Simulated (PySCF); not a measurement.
# RuHF: singlet, from a bent start

The task is one start of a wider search on RuHF: the singlet, from a bent start. It is relaxed, tested by its Hessian and followed downhill if it is a saddle.

Program: PySCF 2.14.0. Level of theory: PBE0, basis Ru def2-TZVP with ECP28, H def2-TZVP, F def2-TZVP, scalar-relativistic core potentials, no spin–orbit coupling, density fitting. These are calculated values, not measurements.

### 1 Where the work starts

3 atoms, charge 0, spin multiplicity 1.

Bond lengths: Ru1–H2 1.570 Å, Ru1–F3 1.890 Å. Angles: H2–Ru1–F3 110.0°.

Coordinates in bohr (charge 0 multiplicity 1):
```
Ru    0.0000    0.0000    0.0000
H    -2.4304    0.0000    1.7017
F     2.9257    0.0000    2.0487
```

### 2 First SCF at the start

One driver script runs all steps and calls PySCF; scf.py shows how it sets up the SCF of each step. The optimiser is the driver's own. After this first run the driver tries any further starts and a stability analysis.

Input file scf.py:

```python
from pyscf import gto, scf, dft
mol = gto.M(atom='''
Ru     0.000000     0.000000     0.000000
H     -1.286100     0.000000     0.900500
F      1.548200     0.000000     1.084100''',
    basis={'Ru': 'def2-TZVP', 'H': 'def2-TZVP', 'F': 'def2-TZVP'},
    ecp={'Ru': 'def2-TZVP'},
    charge=0, spin=0)
mf = dft.RKS(mol, xc='PBE0')
mf.grids.atom_grid = (50, 194)
aux = {'Ru': 'def2-universal-JKFIT', 'H': 'def2-universal-JKFIT', 'F': 'def2-universal-JKFIT'}
mf = mf.density_fit(auxbasis=aux)
mf.conv_tol = 1e-08
mf.diis_space = 10
mf.max_cycle = 60
mf.init_guess = 'minao'
mf.verbose = 4
mf.kernel()
```

The run is started by

```console
$ OMP_NUM_THREADS=2 python axn.py task.json out
```

After this run come: Relaxing the singlet from the bent start; Is it a minimum? Harmonic modes; The broken-symmetry singlet; Frequencies.

Before running it: what results should come out? Wanted: minimum; geometry; wavenumbers; dipole moment; highest occupied, lowest empty level; polar-tensor charge of Ru1; zero-point energy; atomisation energy; ⟨S²⟩.

The runs gave:

| quantity | value |
| --- | --- |
| minimum | broken-symmetry (Ms = 0), Cs |
| geometry | Ru–F 1.841 Å, Ru–H 1.569 Å; F–Ru–H 103.7° |
| wavenumbers (cm⁻¹) | 465 (a'), 657 (a'), 2139 (a') |
| dipole moment | 3.63 D |
| highest occupied, lowest empty level (either spin) | -6.30, -3.20 eV |
| polar-tensor charge of Ru1 | +0.97 e |
| zero-point energy | 19.5 kJ/mol |
| entropy at 298.15 K | 258.9 J/(mol K) |
| atomisation energy (no zero-point energy) | 588 kJ/mol |
| ⟨S²⟩ | 0.982 |

**Reading.** The bent start keeps its Cs symmetry and ends in a minimum. The determinant is spin-contaminated (⟨S²⟩ = 0.98 against 0.00), so it is no pure spin state. The strongest infrared band lies at 657 cm⁻¹ (a', stretch). Only this shape and spin were tried, so other structures or states may lie lower.
